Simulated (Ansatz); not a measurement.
# P: an axial (c/a) deformation path

An exercise on one series of results from a longer session: the logs are not shown, and one member is left open.

Method: DFT PBEsol, scalar-relativistic, plane waves, PAW, in Ansatz 0.2.0.

**The structure to begin with**

Symmetry: Imma, No. 74, orthorhombic system. The conventional cell has a = 3.383 Å, b = 5.030 Å, c = 3.718 Å, α = 90.00°, β = 90.00°, γ = 90.00°. Around P (site symmetry mm2) lie 4 P at 2.24 to 2.55 Å.

Structure file:

```
CELL_PARAMETERS angstrom
-1.69151 2.51517 1.85894
1.69151 -2.51517 1.85894
1.69151 2.51517 -1.85894
ATOMIC_POSITIONS crystal
P 0.80331 0.05331 0.75000
P 0.19669 0.94669 0.25000
```

It goes back to an entry of the Materials Project, which need not be the stable form.

The cell is taken as given, not relaxed at this level.

**The reference cell**

The reference gives a free energy of -1480.1117 eV, pressure -0.78 GPa, largest force 0.415 eV/Å and gap on the mesh none (metal). It was computed beforehand with the settings of the runs below.

Set-up of the first run:

At fixed volume and fractional coordinates, lengths along (0.000, 0.000, 1.000) are scaled against those across it; ρ is that ratio over its starting value.

Contents of input.yaml:

```yaml
crystal:
  lattice:
    - [-1.7856716574, 2.6551772123, 1.6680623855]
    - [1.7856716574, -2.6551772123, 1.6680623855]
    - [1.7856716574, 2.6551772123, -1.6680623855]
  atoms:
    - { symbol: P, position: [0.80330911, 0.05330911, 0.75] }
    - { symbol: P, position: [0.19669089, 0.94669089, 0.25] }
basis:
  ecutwfc: 420
kpoints:
  mp_grid: { grid: [20, 20, 20] }
hamiltonian:
  xc: pbesol
scf:
  occupations: { method: gaussian, width: 0.15 }
output:
  forces: true
  stress: true
  eigenvalues: true
```

The run is started by

```sh
ansatz run input.yaml --threads 1 --pin off --max-ram 2560MiB --backend cpu --events-out ev --progress --plain --runs-dir out
```

Among the steps run: At ρ = 0.850; ρ = 1.200; At ρ = 0.920; Point ρ = 1.100; ρ = 0.960; At ρ = 1.050; Point ρ = 0.800; Point ρ = 1.300.

One table of the session follows, with a row left open; its other results are not shown here.

It belongs to the step «The scan collected». 

| ρ | ΔE (meV/atom) | pressure (GPa) |
| --- | --- | --- |
| 0.800 | 237.7 | -1.5 |
| 0.850 | 133.6 | -1.5 |
| 0.920 | 36.1 | -1.4 |
| 0.960 | ? | ? |
| 1.000 | 0.0 | -0.8 |
| 1.050 | 9.8 | -0.3 |
| 1.100 | 34.5 | 0.0 |
| 1.200 | 110.5 | 0.5 |
| 1.300 | 211.9 | 0.9 |

**Question.** Estimate the row for ρ = 0.960.

Worked estimate for «ΔE (meV/atom)». A straight line through the neighbours (0.920, 36.1) and (1.000, 0.0) gives 36.1 + (0.0 − 36.1) × (0.960 − 0.920) / (1.000 − 0.920) = 18.1; a parabola fitted to 4 rows on both sides gives 8.6.

**Answer.** ΔE (meV/atom): 8.6; pressure (GPa): -1.2. In «ΔE (meV/atom)» the line misses by +9.5 and the parabola by 0.0.
